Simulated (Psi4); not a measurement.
# One shape, several levels: singlet BSiH3ClO+

Aim: a comparison of 3 runs (PBE/cc-pVDZ, SVWN5/cc-pVDZ, MP2/cc-pVDZ) of singlet BSiH3ClO+. 

The results are computed with Psi4 1.11.

## (1) Starting point

BSiH3ClO+: 7 atoms, total charge +1, spin state singlet. As SMILES of the parent species, `[SiH3]O[B]Cl`. The shape is that of a PBE0-D4/def2-TZVP optimisation. This is one conformer, not always the lowest. That shape belongs to the parent species and isn't relaxed for this state.

Bond lengths: Si1–O2 1.667 Å, O2–B3 1.324 Å, B3–Cl4 1.747 Å, Si1–H5 1.480 Å, Si1–H6 1.482 Å, Si1–H7 1.480 Å. Angles: Si1–O2–B3 133.9°, O2–B3–Cl4 123.5°, O2–Si1–H5 107.1°, O2–Si1–H6 109.9°, O2–Si1–H7 107.2°, H5–Si1–H6 110.9°, H5–Si1–H7 110.6°, H6–Si1–H7 110.9°.

## (2) Energy and gradient at PBE/cc-pVDZ (run 1)

Contents of job.json:

```json
{
  "schema_name": "qcschema_input",
  "schema_version": 1,
  "molecule": {
    "schema_name": "qcschema_molecule",
    "schema_version": 2,
    "symbols": ["Si", "O", "B", "Cl", "H", "H", "H"],
    "geometry": [-1.08281307, 1.46529364, 0.70826935, 0.0848487, -1.22529842, -0.44144002, 2.37387396, -1.96928359, -1.12741061, 3.03301043, -4.98282985, -2.30376512, -2.27012799, 0.86322689, 3.16736996, 0.97434279, 3.33839017, 1.02271978, -2.99767255, 2.38181081, -1.11191485],
    "molecular_charge": 1,
    "molecular_multiplicity": 1,
    "fix_symmetry": "c1",
    "fix_com": true,
    "fix_orientation": true
  },
  "driver": "gradient",
  "model": {
    "method": "pbe",
    "basis": "cc-pVDZ"
  },
  "keywords": {
    "reference": "rks",
    "puream": true,
    "e_convergence": 1e-09,
    "d_convergence": 1e-08,
    "scf_type": "pk",
    "dft_radial_points": 99,
    "dft_spherical_points": 590,
    "scf_properties": ["QUADRUPOLE", "LOWDIN_CHARGES", "WIBERG_LOWDIN_INDICES"]
  }
}
```

On the command line:

```sh
psi4 --qcschema job.json -n 1 --memory 2200MB
```

stdout:

```text
[...]
  Running in c1 symmetry.
[...]
  Nuclear repulsion =  174.532066936539934
[...]
  Multiplicity = 1
[...]
  Nalpha       = 23
  Nbeta        = 23
[...]
    Number of basis functions: 79
[...]
   @RKS iter   1:  -850.67464131279974    1.45916e-01   8.11839e-03 ADIIS/DIIS
[...]
   @RKS iter  12:  -850.85195852064749   -1.54614e-11   6.52308e-09 DIIS
[...]
    Orbital Energies [Eh]
    ---------------------
    Doubly Occupied:
       1A   -100.953521     2A    -65.648475     3A    -19.079882
       4A     -9.451579     5A     -7.276164     6A     -7.265710
       7A     -7.265130     8A     -6.923944     9A     -5.282091
      10A     -3.698015    11A     -3.690521    12A     -3.690134
      13A     -1.224222    14A     -1.024418    15A     -0.797446
      16A     -0.667245    17A     -0.658334    18A     -0.630742
      19A     -0.609016    20A     -0.545477    21A     -0.538026
      22A     -0.489151    23A     -0.481445
[...]
  @RKS Final Energy:  -850.85195852064749
   => Energetics <=
    Nuclear Repulsion Energy =            174.5320669365399340
    One-Electron Energy =               -1510.8995514561574964
    Two-Electron Energy =                 547.6672775884449038
    DFT Exchange-Correlation Energy =     -62.1517515894747419
    Empirical Dispersion Energy =           0.0000000000000000
    VV10 Nonlocal Energy =                  0.0000000000000000
    Total Energy =                       -850.8519585206474858
[...]
 Multipole Moments:
 ------------------------------------------------------------------------------------
     Multipole            Electronic (a.u.)      Nuclear  (a.u.)        Total (a.u.)
 ------------------------------------------------------------------------------------
 L = 1.  Multiply by 2.5417464519 to convert [e a0] to [Debye]
 Dipole X            :        -43.0978544           44.6564960            1.5586416
 Dipole Y            :         75.9565990          -77.2593739           -1.3027749
 Dipole Z            :         34.5927974          -35.3386345           -0.7458371
 Magnitude           :                                                    2.1639914
 L = 2.  Multiply by 1.3450342976 to convert [e a0^2] to [Debye ang]
 Quadrupole XX       :       -235.0469652          216.1232146          -18.9237506
 Quadrupole XY       :        302.7042876         -309.1861839           -6.4818963
[...]
  -Total Gradient:
     Atom            X                  Y                   Z
    ------   -----------------  -----------------  -----------------
       1        0.042360759122    -0.071422680713    -0.032705649362
       2       -0.089510513724     0.032004638029     0.027735228884
       3        0.073128865391     0.072105994583     0.011596143837
       4       -0.020446547290    -0.040812775772    -0.010486507057
       5        0.000417800689     0.006162865636    -0.004815261781
       6       -0.008417885107     0.000031187033     0.001446678394
       7        0.002453919385     0.001932809817     0.007233388171
[...]
```

The result, in JSON:

```text
{
 "driver": "gradient",
 "model": {
  "method": "pbe",
  "basis": "cc-pVDZ"
 },
 "success": true,
 "return_result": [0.04236075912166508, -0.07142268071277928, -0.03270564936219465, -0.08951051372411961, 0.032004638028822474, 0.02773522888449849, 0.07312886539116564, 0.07210599458271524, 0.01159614383707045, -0.020446547289596266, -0.040812775771668586, -0.01048650705748877, 0.0004178006889115349, 0.006162865636100433, -0.004815261780679814, -0.008417885106815293, 3.118703290547198e-05, 0.0014466783938246915, 0.002453919384644024, 0.0019328098173675423, 0.00723338817126476],
 "properties": {
  "calcinfo_nbasis": 79,
  "calcinfo_nmo": 79,
  "calcinfo_nalpha": 23,
  "calcinfo_nbeta": 23,
  "calcinfo_natom": 7,
  "nuclear_repulsion_energy": 174.53206693653993,
  "return_energy": -850.8519585206475,
  "return_gradient": [0.04236075912166508, -0.07142268071277928, -0.03270564936219465, -0.08951051372411961, 0.032004638028822474, 0.02773522888449849, 0.07312886539116564, 0.07210599458271524, 0.01159614383707045, -0.020446547289596266, -0.040812775771668586, -0.01048650705748877, 0.0004178006889115349, 0.006162865636100433, -0.004815261780679814, -0.008417885106815293, 3.118703290547198e-05, 0.0014466783938246915, 0.002453919384644024, 0.0019328098173675423, 0.00723338817126476],
  "scf_one_electron_energy": -1510.8995514561575,
  "scf_two_electron_energy": 547.6672775884449,
  "scf_xc_energy": -62.15175158947474,
  "scf_dipole_moment": [1.5586415936217364, -1.302774898948428, -0.745837060300353],
  "scf_total_energy": -850.8519585206475,
  "scf_total_gradient": [0.04236075912166508, -0.07142268071277928, -0.03270564936219465, -0.08951051372411961, 0.032004638028822474, 0.02773522888449849, 0.07312886539116564, 0.07210599458271524, 0.01159614383707045, -0.020446547289596266, -0.040812775771668586, -0.01048650705748877, 0.0004178006889115349, 0.006162865636100433, -0.004815261780679814, -0.008417885106815293, 3.118703290547198e-05, 0.0014466783938246915, 0.002453919384644024, 0.0019328098173675423, 0.00723338817126476],
  "scf_iterations": 12
 }
}
```

It took 33 s on 1 thread of Intel Xeon 6975P-C (Granite Rapids), shared host; peak memory 1.1 GiB.

## (3) A single-point energy at SVWN5/cc-pVDZ (run 2)

Contents of bclh3osi.py:

```python
import psi4

psi4.set_memory(2200000000)
psi4.set_num_threads(1)
psi4.core.set_output_file('run.log', False)

geom = psi4.geometry("""
1 1
Si    -0.573000     0.775400     0.374800
O      0.044900    -0.648400    -0.233600
B      1.256200    -1.042100    -0.596600
Cl     1.605000    -2.636800    -1.219100
H     -1.201300     0.456800     1.676100
H      0.515600     1.766600     0.541200
H     -1.586300     1.260400    -0.588400
symmetry c1
no_reorient
no_com
""")

psi4.set_options({
    'basis': 'cc-pVDZ',
    'reference': 'rks',
    'puream': True,
    'e_convergence': 1e-09,
    'd_convergence': 1e-08,
    'scf_type': 'pk',
    'dft_radial_points': 99,
    'dft_spherical_points': 590,
})

e_tot, wfn = psi4.energy('scf', dft_functional={"name": "SVWN5", "x_functionals": {"LDA_X": {}}, "c_functionals": {"LDA_C_VWN": {}}}, molecule=geom, return_wfn=True)
psi4.oeprop(wfn, 'QUADRUPOLE', 'DIPOLE', 'LOWDIN_CHARGES', title='SCF')
print(f'total energy {e_tot:.8f} hartree = {e_tot * 27.211386:.5f} eV')
```

On the command line:

```sh
python bclh3osi.py
```

run.log:

```text
[...]
  Running in c1 symmetry.
[...]
  Nuclear repulsion =  174.532067006571879
[...]
  Multiplicity = 1
[...]
  Nalpha       = 23
  Nbeta        = 23
[...]
    Number of basis functions: 79
[...]
   @RKS iter   1:  -847.65163403069141    1.90174e-01   8.16231e-03 ADIIS/DIIS
[...]
   @RKS iter  12:  -847.83337182382684   -2.59206e-11   9.19624e-09 DIIS
[...]
    Orbital Energies [Eh]
    ---------------------
    Doubly Occupied:
       1A   -100.587755     2A    -65.344458     3A    -18.927340
       4A     -9.414033     5A     -7.274220     6A     -7.263800
       7A     -7.263236     8A     -6.834652     9A     -5.245782
      10A     -3.691575    11A     -3.683982    12A     -3.683600
      13A     -1.218696    14A     -1.025078    15A     -0.802886
      16A     -0.669975    17A     -0.662822    18A     -0.636996
      19A     -0.612514    20A     -0.549416    21A     -0.541878
      22A     -0.489283    23A     -0.481816
[...]
  @RKS Final Energy:  -847.83337182382684
   => Energetics <=
    Nuclear Repulsion Energy =            174.5320670065718787
    One-Electron Energy =               -1510.7769880437788288
    Two-Electron Energy =                 547.4941795593173310
    DFT Exchange-Correlation Energy =     -59.0826303459372539
    Empirical Dispersion Energy =           0.0000000000000000
    VV10 Nonlocal Energy =                  0.0000000000000000
    Total Energy =                       -847.8333718238268375
[...]
 Multipole Moments:
 ------------------------------------------------------------------------------------
     Multipole            Electronic (a.u.)      Nuclear  (a.u.)        Total (a.u.)
 ------------------------------------------------------------------------------------
 L = 1.  Multiply by 2.5417464519 to convert [e a0] to [Debye]
 Dipole X            :        -43.1141529           44.6564960            1.5423431
 Dipole Y            :         75.9849252          -77.2593739           -1.2744487
 Dipole Z            :         34.6055806          -35.3386344           -0.7330539
 Magnitude           :                                                    2.1308237
 L = 2.  Multiply by 1.3450342976 to convert [e a0^2] to [Debye ang]
 Quadrupole XX       :       -235.0246836          216.1232147          -18.9014688
 Quadrupole XY       :        302.6528129         -309.1861839           -6.5333710
[...]
```

The script printed:

```text
total energy -847.83337182 hartree = -23070.72114 eV
```

Wall time 13 s (1 thread of Intel Xeon 6975P-C (Granite Rapids), shared host); peak memory 0.57 GiB.

## (4) A single-point energy at MP2/cc-pVDZ (run 3)

Contents of bclh3osi.dat:

```
memory 2.2 GB

molecule {
  1 1
  Si    -0.573000     0.775400     0.374800
  O      0.044900    -0.648400    -0.233600
  B      1.256200    -1.042100    -0.596600
  Cl     1.605000    -2.636800    -1.219100
  H     -1.201300     0.456800     1.676100
  H      0.515600     1.766600     0.541200
  H     -1.586300     1.260400    -0.588400
  units angstrom
  symmetry c1
}

set {
  basis cc-pVDZ
  reference rhf
  puream true
  e_convergence 1e-09
  d_convergence 1e-08
  scf_type pk
  num_frozen_docc 12
  mp2_type conv
}

energy("mp2")
```

On the command line:

```sh
psi4 -i bclh3osi.dat -o bclh3osi.out -n 1
```

bclh3osi.out:

```text
[...]
  Running in c1 symmetry.
[...]
  Nuclear repulsion =  174.532067006571907
[...]
  Multiplicity = 1
[...]
  Nalpha       = 23
  Nbeta        = 23
[...]
    Number of basis functions: 79
[...]
   @RHF iter   1:  -849.37646628250275   -3.84496e-01   5.64415e-03 ADIIS/DIIS
[...]
   @RHF iter  13:  -849.49830583854566   -3.06954e-12   3.74519e-09 DIIS
[...]
    Orbital Energies [Eh]
    ---------------------
    Doubly Occupied:
       1A   -105.108907     2A    -69.006372     3A    -20.873413
       4A    -10.833384     5A     -8.300523     6A     -8.297117
       7A     -8.297032     8A     -8.064721     9A     -6.353656
      10A     -4.461724    11A     -4.458505    12A     -4.458231
      13A     -1.658902    14A     -1.368463    15A     -1.061890
      16A     -0.887914    17A     -0.863011    18A     -0.857697
      19A     -0.812658    20A     -0.723160    21A     -0.716001
      22A     -0.661775    23A     -0.649976
[...]
  @RHF Final Energy:  -849.49830583854566
   => Energetics <=
    Nuclear Repulsion Energy =            174.5320670065719071
    One-Electron Energy =               -1510.5106849252697430
    Two-Electron Energy =                 486.4803120801522027
    Total Energy =                       -849.4983058385456616
[...]
 Multipole Moments:
 ------------------------------------------------------------------------------------
     Multipole            Electronic (a.u.)      Nuclear  (a.u.)        Total (a.u.)
 ------------------------------------------------------------------------------------
 L = 1.  Multiply by 2.5417464519 to convert [e a0] to [Debye]
 Dipole X            :          6.1854812           -5.3556156            0.8298656
 Dipole Y            :         -6.9691092            7.6142246            0.6451153
 Dipole Z            :         -3.5736443            3.6447657            0.0711214
 Magnitude           :                                                    1.0535221
[...]
	SCS-MP2 Total Energy (a.u.)        :  -849.97920685358554
	SOS-MP2 Total Energy (a.u.)        :  -849.97635746927619
	SCSN-MP2 Total Energy (a.u.)       :  -849.70751309618015
[...]
	SOS-PI-MP2 Total Energy (a.u.)     :  -850.01313067164006
[...]
	MP2 Total Energy (a.u.)            :  -849.98490562220411
[...]
```

Run time: 12 s. Hardware: 1 thread of Intel Xeon 6975P-C (Granite Rapids), shared host; peak memory 0.34 GiB.

## (5) Overview of the runs

```tsv
run	level	task	frozen core orbitals	energy (Eh)	HOMO energy (eV)	LUMO energy (eV)	HOMO–LUMO gap (eV)	wall time
1	PBE/cc-pVDZ	gradient	0	-850.851959	-13.10	-11.31	1.79	33 s
2	SVWN5/cc-pVDZ	energy	0	-847.833372	-13.11	-11.47	1.65	13 s
3	MP2/cc-pVDZ	energy	12	-849.984906	-17.69	-6.93	10.76	12 s
```

## (6) Summary of results

```
                                           quantity          value
                                run 3: total energy  -849.98491 Eh
         run 3: HOMO energy (Hartree–Fock orbitals)      -17.69 eV
         run 3: LUMO energy (Hartree–Fock orbitals)       -6.93 eV
       run 3: HOMO–LUMO gap (Hartree–Fock orbitals)       10.76 eV
run 3: correlation energy (12 core orbitals frozen)     -486.6 mEh
```

Totals of different functionals can't be ranked against each other. All runs together took 58 s, the longest 33 s.
